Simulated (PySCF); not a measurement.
# RuH4⁻: the SCF solver's settings

Aim: find out which solver settings change the answer for RuH4⁻.

Program: PySCF 2.14.0. Level of theory: method and basis as typed in the scripts. These are calculated values, not measurements.

2 further runs of the same task are left out: 2 that didn't finish.

## 1. Starting geometry

RuH4⁻: 5 atoms, charge -1, spin multiplicity 2.

Bond lengths: Ru1–H2 1.656 Å, Ru1–H3 1.656 Å, Ru1–H4 1.557 Å, Ru1–H5 1.557 Å. Angles: H2–Ru1–H3 142.5°, H2–Ru1–H4 78.6°, H2–Ru1–H5 78.6°, H3–Ru1–H4 78.6°, H3–Ru1–H5 78.6°, H4–Ru1–H5 104.0°.

## 2. Base script

Input file input.py:

```python
from pyscf import gto, scf
from pyscf.prop.polarizability import uhf as pol

mol = gto.M(
    atom='Ru 0 0 -0.0281; H 0 1.5683 0.5042; H 0 -1.5683 0.5042; H 1.2272 0 0.9301; H -1.2272 0 0.9301',
    basis='def2-svpd',
    ecp={'Ru': 'def2-svpd'},
    charge=-1,
    spin=1,
    verbose=4,
)
mf = scf.UHF(mol)
mf.level_shift = 0.3
mf.kernel()
print('polarizability (a.u.)')
print(pol.Polarizability(mf).polarizability().round(4))
mf.dip_moment()
print('orbital energies (hartree):', [e[max(0, n-3):n+3].round(4) for e, n in zip(mf.mo_energy, mol.nelec)])
```

The run is started by

```console
$ OMP_NUM_THREADS=1 python input.py
```

Its log is not repeated here.

In short: E(SCF) = -96.288736 Eh, ⟨S²⟩ = 0.815, α(xx, yy, zz) = 53.2, 75.1, 52.3 bohr³.

The dipole of an ion depends on the origin. No search for the lowest state was made; open d or f shells can end in a higher solution.

## 3. Initial guess core

Variant 1 changes initial guess: minao → core.

Input file input.py:

```python
from pyscf import gto, scf
from pyscf.prop.polarizability import uhf as pol

mol = gto.M(
    atom='Ru 0 0 -0.0281; H 0 1.5683 0.5042; H 0 -1.5683 0.5042; H 1.2272 0 0.9301; H -1.2272 0 0.9301',
    basis='def2-svpd',
    ecp={'Ru': 'def2-svpd'},
    charge=-1,
    spin=1,
    verbose=4,
)
mf = scf.UHF(mol)
mf.init_guess = 'core'
mf.level_shift = 0.3
mf.kernel()
print('polarizability (a.u.)')
print(pol.Polarizability(mf).polarizability().round(4))
mf.dip_moment()
print('orbital energies (hartree):', [e[max(0, n-3):n+3].round(4) for e, n in zip(mf.mo_energy, mol.nelec)])
```

The run is started by

```console
$ OMP_NUM_THREADS=1 python input.py
```

## 4. Point-group symmetry on

Variant 2 changes point-group symmetry: off → on.

input.py, as its differences from that of step 2:

```diff
@@ -9,2 +9,3 @@
     spin=1,
+    symmetry=True,
     verbose=4,
```

## 5. Smearing width 0.01 hartree

Variant 3 changes smearing width: none → 0.01 hartree; step after the SCF: polarizability → none.

input.py, as its differences from that of step 2:

```diff
@@ -1,3 +1,2 @@
 from pyscf import gto, scf
-from pyscf.prop.polarizability import uhf as pol
 
@@ -12,6 +11,5 @@
 mf = scf.UHF(mol)
+mf = scf.addons.smearing_(mf, sigma=0.01, method='fermi')
 mf.level_shift = 0.3
 mf.kernel()
-print('polarizability (a.u.)')
-print(pol.Polarizability(mf).polarizability().round(4))
 mf.dip_moment()
```

**Question.** What will these runs give? Wanted: for each run, E(SCF); from base; gap, α spin.

As calculated:

| run | E(SCF) (hartree) | from base (eV) | cycles | gap, α spin (eV) |
| --- | --- | --- | --- | --- |
| base | -96.288736 | 0 | 24 | 7.26 |
| initial guess core | -96.288736 | 0.0000 | 24 | 7.26 |
| point-group symmetry on | -96.288736 | 0.0000 | 24 | 7.26 |
| smearing width 0.01 hartree | -96.182696 | not comparable | 18 | n/a |

Distance from each run's final energy (log10 hartree) by cycle:

| run | cycle 1 | cycle 2 | cycle 3 | cycle 5 | cycle 8 | cycle 12 |
| --- | --- | --- | --- | --- | --- | --- |
| base | -0.1 | -0.3 | -1.0 | -1.7 | -2.7 | -3.9 |
| initial guess core | -0.1 | -0.3 | -1.0 | -1.7 | -2.7 | -3.9 |
| point-group symmetry on | -0.1 | -0.3 | -1.0 | -1.7 | -2.7 | -3.9 |
| smearing width 0.01 hartree | -0.2 | -0.2 | -1.0 | -2.4 | -4.2 | -4.8 |

What this shows: No change of the SCF energy comes from initial guess core or point-group symmetry on. PySCF falls back to minao for a guess that it doesn't know or can't read, so that run repeats the base. With initial guess core, point-group symmetry on the path hardly changes: 24 cycles against 24.
